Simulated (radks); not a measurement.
# Ionisation of Sn: one atom, several choices of exchange strength α

An exercise on one series of results from a longer session: the logs are not shown, and one member is left open.

The numbers are computed with radks (a radial shooting solver on a logarithmic mesh, Libxc functionals) version 1 (Dirac Kohn-Sham, spin-unpolarised, spherical densities, point nucleus; open shells are shared between the two j in proportion to 2j + 1), except any that are marked as measured or tabulated.

## Starting point

| Property | Result |
| --- | --- |
| element | tin (Z = 50) |
| charge | 0 |
| electrons | 50 |
| configuration | [Kr] 4d10 5s2 5p2 |
| ion | Sn⁺, [Kr] 4d10 5s2 5p1 |
| choices | α = 0.609; α = 0.665; α = 0.667; α = 0.759; α = 0.936; α = 0.993; α = 1.007 |

The outer shells:

Sn
```
[Kr] core
4d [↑↓][↑↓][↑↓][↑↓][↑↓]
5s [↑↓]
5p [↑ ][↑ ][  ]
```

Sn⁺
```
[Kr] core
4d [↑↓][↑↓][↑↓][↑↓][↑↓]
5s [↑↓]
5p [↑ ][  ][  ]
```

Set-up of the first run:

Settings of this run:

```text
Z 50
configuration [Kr] 4d10 5s2 5p2
relativity Dirac
functional xalpha 0.609
spin unpolarised
j_filling average
nucleus point
c 137.035999084
```

Among the steps run: α = 0.609: Sn.

One of the session's tables, all rows but one given; the rest of the session is left out.

It belongs to the step «α = 0.609: Sn». Sizes of the orbitals, from the radial functions (bohr):

| level | <r> | outermost maximum (interpolated) | 90 % within | nodes |
| --- | --- | --- | --- | --- |
| 4s1/2 | 0.8204 | 0.747 | 1.19 | 3 |
| 4p1/2 | 0.8683 | 0.773 | 1.28 | 2 |
| 4p3/2 | 0.8989 | 0.798 | 1.33 | 2 |
| 4d3/2 | ? | ? | ? | ? |
| 4d5/2 | 1.119 | 0.896 | 1.75 | 1 |
| 5s1/2 | 2.424 | 2.02 | 3.62 | 4 |
| 5p1/2 | 3.278 | 2.51 | 5.13 | 3 |
| 5p3/2 | 3.471 | 2.64 | 5.45 | 3 |

Estimate the missing values for 4d3/2.

**Answer.** <r>: 1.103; outermost maximum (interpolated): 0.886; 90 % within: 1.72; nodes: 1. In the column «<r>» it lies between 4p3/2 (0.8989) and 4d5/2 (1.119).

Limits of these values: Spin polarisation and multiplet splitting are left out, so open shells lie too high by an amount that depends on their filling.
